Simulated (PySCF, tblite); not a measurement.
**C3H12NOSi2 radical: geometry, infrared bands and EPR parameters**

What infrared bands and EPR parameters should C3H12NOSi2 radical (`CN[SiH][SiH2]COC`) show?

The runs use tblite 0.8.0 and PySCF 2.14.0, with density-fitted response routines of our own; the level of theory stands in each step. All values are computed, except where a source is named. Atoms are numbered from 0 throughout.

### Step 1. Starting geometry

19 atoms, charge 0, multiplicity 2; geometry from: force field or distance geometry start.

Bonds of the start (Å): C0–N1 1.44, N1–Si2 1.72, Si2–Si3 2.32, Si3–C4 1.88, C4–O5 1.43, O5–C6 1.43, C0–H7 1.10, C0–H8 1.10, C0–H9 1.09, N1–H10 1.03, Si2–H11 1.48, Si3–H12 1.50, Si3–H13 1.48, C4–H14 1.10, C4–H15 1.10, C6–H16 1.09, C6–H17 1.09, C6–H18 1.10.

### Step 2. Relaxing the molecule with GFN2-xTB

Job settings and geometry (Å):

```
{"job": {"kind": "relax", "xc": "GFN2-xTB", "basis": "xTB"}, "charge": 0, "multiplicity": 2}
C     -3.699200     0.255800    -0.532500
N     -2.960100    -0.256500     0.590200
Si    -1.297100     0.053700     0.926300
Si     0.132700    -0.773700    -0.701500
C      1.885100    -0.396600    -0.149400
O      2.184400     0.994700     0.031900
C      3.550600     1.197200     0.397600
H     -3.654900     1.356900    -0.572300
H     -4.757100    -0.022000    -0.428300
H     -3.347700    -0.151700    -1.475500
H     -3.139900    -1.261500     0.688500
H     -1.027300    -0.629000     2.209900
H     -0.059100    -2.254100    -0.804800
H     -0.170600    -0.177300    -2.023500
H      2.562500    -0.786600    -0.916500
H      2.086300    -0.924300     0.793400
H      3.717400     2.269400     0.539800
H      4.214400     0.827900    -0.388500
H      3.769800     0.686900     1.349700
```

The run is started by

```sh
$ OMP_NUM_THREADS=1 python probes_run.py task.json out
```

The driver reads the jobs from task.json and runs them one after another.

**Question.** This job is followed by: GFN2-xTB harmonic vibrations, gas phase; UKS B3LYP, pcH-1 on C H N O Si, non-relativistic, mean-field spin-orbit, GIAO. What will the session give for the following? strongest single infrared mode (GFN2-xTB); zero-point energy (GFN2-xTB); g(iso) (B3LYP); ⟨S²⟩; largest a(iso) (averaged by class); surface potential, 1st and 99th percentile.

**Answer**, as computed:

| quantity | value |
| --- | --- |
| strongest single infrared mode (GFN2-xTB) | 2142 cm⁻¹, 426 km/mol |
| zero-point energy (GFN2-xTB) | 91.3 kcal/mol |
| g(iso) (B3LYP) | 2.00304 |
| ⟨S²⟩ | 0.753 (exact 0.75) |
| largest a(iso) (averaged by class) | 29Si on Si2, -433.9 MHz |
| surface potential, 1st and 99th percentile | -1.01 V and 1.34 V |

What this shows: The optimisation took 196 steps and gained 0.428 eV; among the close pairs (by a distance rule), Si2–Si3 changed most, from 2.319 to 2.281 Å. All 51 modes are real, so the xTB geometry is a minimum. The strongest single mode, at 2142 cm⁻¹, moves mainly H11. GFN2-xTB is a fitted tight-binding method: band positions and strengths are rough. Its intensities can rank the bands wrongly. Si2 carries the largest spin population, 0.69 e. The isotropic g lies 0.7 ppt above the free-electron value.
